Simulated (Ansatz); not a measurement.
# Al2O3: the cost of one run

Program: Ansatz 0.2.0. Level of theory: DFT r2SCAN, scalar-relativistic, plane waves, PAW. These are calculated values, not measurements.

1 further run of the same task is left out (set aside as unsound or not needed). Runs told in other sessions of the task aren't counted.

### Step 1. Starting point

The structure is orthorhombic, space group Pnnm (No. 58). Conventional cell: a = 4.629 Å, b = 9.609 Å, c = 2.995 Å, α = 90.00°, β = 90.00°, γ = 90.00°. Around Al (site symmetry m) lie 4 O at 1.67 to 1.80 Å. Around O (site symmetry m) lie 3 Al at 1.79 to 1.80 Å. Around O (site symmetry 2/m) lie 2 Al at 1.67 Å.

As a file:

```cif
data_structure
_symmetry_space_group_name_H-M 'P 1'
_symmetry_Int_Tables_number 1
_cell_length_a 4.6290
_cell_length_b 9.6088
_cell_length_c 2.9954
_cell_angle_alpha 90.000
_cell_angle_beta 90.000
_cell_angle_gamma 90.000
_cell_volume 133.23
loop_
_atom_site_label
_atom_site_type_symbol
_atom_site_fract_x
_atom_site_fract_y
_atom_site_fract_z
_atom_site_occupancy
Al1 Al 0.41496 0.33080 0.50000 1
Al2 Al 0.58504 0.66920 0.50000 1
Al3 Al 0.91496 0.16920 0.00000 1
Al4 Al 0.08504 0.83080 0.00000 1
O1 O 0.73265 0.22260 0.50000 1
O2 O 0.00000 0.00000 0.00000 1
O3 O 0.76735 0.72260 0.00000 1
O4 O 0.23265 0.27740 0.00000 1
O5 O 0.26735 0.77740 0.50000 1
O6 O 0.50000 0.50000 0.50000 1
```

It goes back to an entry of the Materials Project, which need not be the stable form.

This cell was relaxed beforehand with the same method: volume 13.32 Å³/atom, gap on the mesh 4.12 eV.

### Step 2. The reference cell

Reference values: F = -5589.2932 eV; pressure 0.00 GPa; largest force 0.004 eV/Å; gap on the mesh 4.12 eV. It was computed beforehand with the settings of the runs below.

### Step 3. Normal modes

The input, input.yaml:

```yaml
crystal:
  lattice:
    - [4.6289548192, 0.0, 0.0]
    - [0.0, 9.6087998593, 0.0]
    - [0.0, 0.0, 2.9954281786]
  atoms:
    - { symbol: Al, position: [0.4149577231, 0.3307998762, 0.5] }
    - { symbol: Al, position: [0.5850422769, 0.6692001238, 0.5] }
    - { symbol: Al, position: [0.9149577231, 0.1692001238, 0.0] }
    - { symbol: Al, position: [0.0850422769, 0.8307998762, 0.0] }
    - { symbol: O, position: [0.7326465156, 0.2226010541, 0.5] }
    - { symbol: O, position: [0.0, 0.0, 0.0] }
    - { symbol: O, position: [0.7673534844, 0.7226010541, 0.0] }
    - { symbol: O, position: [0.2326465156, 0.2773989459, 0.0] }
    - { symbol: O, position: [0.2673534844, 0.7773989459, 0.5] }
    - { symbol: O, position: [0.5, 0.5, 0.5] }
basis:
  ecutwfc: 500
kpoints:
  mp_grid: { grid: [6, 4, 8] }
hamiltonian:
  xc: r2scan
scf:
  occupations: { method: gaussian, width: 0.05 }
output:
  eigenvalues: true
phonons:
  method: fd
  supercell: [1, 1, 1]
  amplitude: 0.02
  eigenvectors: true
  dielectric: false
```

On the command line:

```console
$ ansatz run input.yaml --threads 2 --pin off --max-ram 5120MiB --backend cpu --events-out ev --progress --plain --runs-dir out
```

What time and memory should one allow on 2 threads of Intel Xeon Platinum 8488C (Sapphire Rapids), shared host?

About 7 min, with a peak of 1.6 GiB.
